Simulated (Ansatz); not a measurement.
**BClH4OSi: one species, many methods**

An exercise on one series of results from a longer session: the logs are not shown, and one member is left open.

Program: Ansatz 0.2.0, Gaussian basis. Level of theory: functionals in def2-TZVPP, the program's frozen cores in correlated methods. These are calculated values, not measurements.

Levels to be run: LDA (SPW92), PBE-D4, revPBE-D4, BLYP-D4, r2SCAN-D4, B97M-V, PBE0-D4, B3LYP-D4, r2SCANh-D4, r2SCAN0-D4, HSE06-D4, BHLYP-D4, CAM-B3LYP-D4, LC-ωPBE, ωB97X-V, ωB97M-V, B2PLYP, PBE-QIDH; CCSD(T)/def2-SVP; CCSD(T)/def2-TZVPP; CCSD(T)/def2-QZVPP; extrapolation to the limit; RPA on PBE.

### The relaxed structure

All runs share one geometry, relaxed beforehand with PBE0-D4 in a triple-zeta def2 set.

SMILES `[SiH3]OBCl`, 8 atoms, charge 0, spin multiplicity 1.

Atoms are counted from 1 here; the program's logs count them from 0.

Bond lengths: Si1–O2 1.668 Å, Si1–H5 1.482 Å, Si1–H6 1.479 Å, Si1–H7 1.482 Å, O2–B3 1.335 Å, B3–Cl4 1.771 Å, B3–H8 1.191 Å. Angles: O2–Si1–H5 109.7°, O2–Si1–H6 105.7°, O2–Si1–H7 109.7°, H5–Si1–H6 110.5°, H5–Si1–H7 110.6°, H6–Si1–H7 110.5°, Si1–O2–B3 132.7°, O2–B3–Cl4 120.6°, O2–B3–H8 121.4°, Cl4–B3–H8 118.0°.

The first run:

Input file in.yaml:

```yaml
crystal:
  periodic: [false, false, false]
  atoms:
    - {symbol: Si, position_ang: [-0.210681, 1.170375, -0.170782]}
    - {symbol: O, position_ang: [-0.430835, -0.296191, 0.593352]}
    - {symbol: B, position_ang: [0.109494, -1.502945, 0.408847]}
    - {symbol: Cl, position_ang: [1.316907, -1.766712, -0.859571]}
    - {symbol: H, position_ang: [-0.576679, 1.048832, -1.601348]}
    - {symbol: H, position_ang: [-1.114025, 2.119522, 0.516086]}
    - {symbol: H, position_ang: [1.199720, 1.601496, -0.028853]}
    - {symbol: H, position_ang: [-0.201802, -2.431478, 1.086568]}
basis:
  gaussian: {orbitals: def2-TZVPP}
hamiltonian: {xc: lda}
output: {orbitals: {seedname: orbitals}}
```

Command:

```sh
ansatz run in.yaml --threads 2 --pin off --events-out ev --progress --plain --max-ram 32768MiB --backend cpu
```

Among the steps run: LDA; PBE-D4 (GGA); revPBE-D4 (GGA); BLYP-D4 (GGA); r2SCAN-D4 (meta-GGA); B97M-V (meta-GGA); PBE0-D4 (hybrid); B3LYP-D4 (hybrid); r2SCANh-D4 (hybrid); r2SCAN0-D4 (hybrid); HSE06-D4 (hybrid); BHLYP-D4 (hybrid); CAM-B3LYP-D4 (range-separated); LC-ωPBE (range-separated); ωB97X-V (range-separated); ωB97M-V (range-separated); B2PLYP (double hybrid); PBE-QIDH (double hybrid).

One of the session's tables, all rows but one given; the rest of the session is left out.

It belongs to the step «Frontier levels by functional». 

```
  functional  HOMO (eV)  gap (eV)
 LDA (SPW92)      -7.74      5.80
      PBE-D4      -7.64      5.98
   revPBE-D4      -7.60      6.05
     BLYP-D4      -7.50      6.00
   r2SCAN-D4      -8.00      6.70
      B97M-V      -8.12      6.78
     PBE0-D4      -9.05      8.40
    B3LYP-D4      -8.80      7.92
  r2SCANh-D4      -8.51      7.56
  r2SCAN0-D4      -9.29      8.86
    HSE06-D4      -8.65      7.61
    BHLYP-D4     -10.36     10.77
CAM-B3LYP-D4          ?         ?
     LC-ωPBE     -11.86     13.52
     ωB97X-V     -11.50     13.07
     ωB97M-V     -11.33     12.67
```

**Question.** Estimate the row for CAM-B3LYP-D4.

**Answer.** HOMO (eV): -10.45; gap (eV): 10.92. In the column «HOMO (eV)» it lies between ωB97M-V (-11.33) and BHLYP-D4 (-10.36).
